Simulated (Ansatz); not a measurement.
Predict the output of the script below (the Ansatz DFT code, driven from Python).

Script `run_field.py`:
```python
'''Response of AlFH4SiTe to a pair of distant point charges.'''

import ansatz as az
from ase import Atoms
import numpy as np

BASIS = 'def2-SVPD'
FUNCTIONAL = 'pbe'

atoms = Atoms(['F', 'Al', 'Si', 'Te', 'H', 'H', 'H', 'H'], positions=[
    (-0.5508, -0.1762, 2.6069),
    (-0.593, -0.2623, 0.798),
    (0.7555, 1.1692, -0.4935),
    (-2.0134, -2.0199, -0.3971),
    (0.6173, 0.8521, -1.9247),
    (0.4102, 2.5823, -0.2306),
    (2.2203, 0.964, -0.0949),
    (-0.7539, -3.1664, -0.32),
])
molecule = az.Crystal.molecule_from_ase(atoms)

calculation = molecule.calculation()
calculation = calculation.basis(gaussian=BASIS)
calculation = calculation.functional(FUNCTIONAL)
calculation = calculation.accuracy('medium')
calculation = calculation.forces()
# charges +q and -q at -R and +R make a nearly even field 2 k q / R^2 at the centre
centre = np.mean([site.position_ang for site in molecule.cartesian_sites], axis=0)
field = 2 * 14.399645 * 2.0 / 40.0 ** 2


def dipole(axis, sign):
    arm = 40.0 * np.eye(3)[axis]
    pair = [{'charge': sign * 2.0, 'position_ang': (centre - arm).tolist()}, {'charge': -sign * 2.0, 'position_ang': (centre + arm).tolist()}]
    deck = calculation.input().set(az.key.basis.gaussian.point_charges, pair)
    return np.array(az.Session.from_dict(deck).plan().execute().report['charge_distribution']['dipole_moment_e_ang'])


print(f'field {field:.4f} V/A')
alpha = np.array([(dipole(axis, 1) - dipole(axis, -1)) / (2 * field) * 14.399645 for axis in range(3)])
print('polarisability tensor (A^3)')
print(np.array2string(alpha, precision=3, suppress_small=True))
print(f'mean {np.trace(alpha) / 3:.3f} A^3 = {np.trace(alpha) / 3 / 0.14818471:.2f} bohr^3')
```

Output of `python run_field.py`:
```text
field 0.0360 V/A
polarisability tensor (A^3)
[[16.202  3.964  0.039]
 [ 3.959 17.788  0.314]
 [ 0.036  0.313 14.672]]
mean 16.221 A^3 = 109.46 bohr^3
```

Reading the output:
- These settings explore the input space; basis and method may be short of convergence.
- The geometry is a force-field or estimated start, not a minimum of this method, and the basis set is short of its limit. The field of two point charges is only nearly even.
- def2 sets replace the cores of elements past krypton by effective core potentials.
- Run time: 35 s on 1 thread of Arm Neoverse V1, on a shared host, peak memory 0.25 GiB.

(Lines on the test bed's own set-up are left out of the output.)
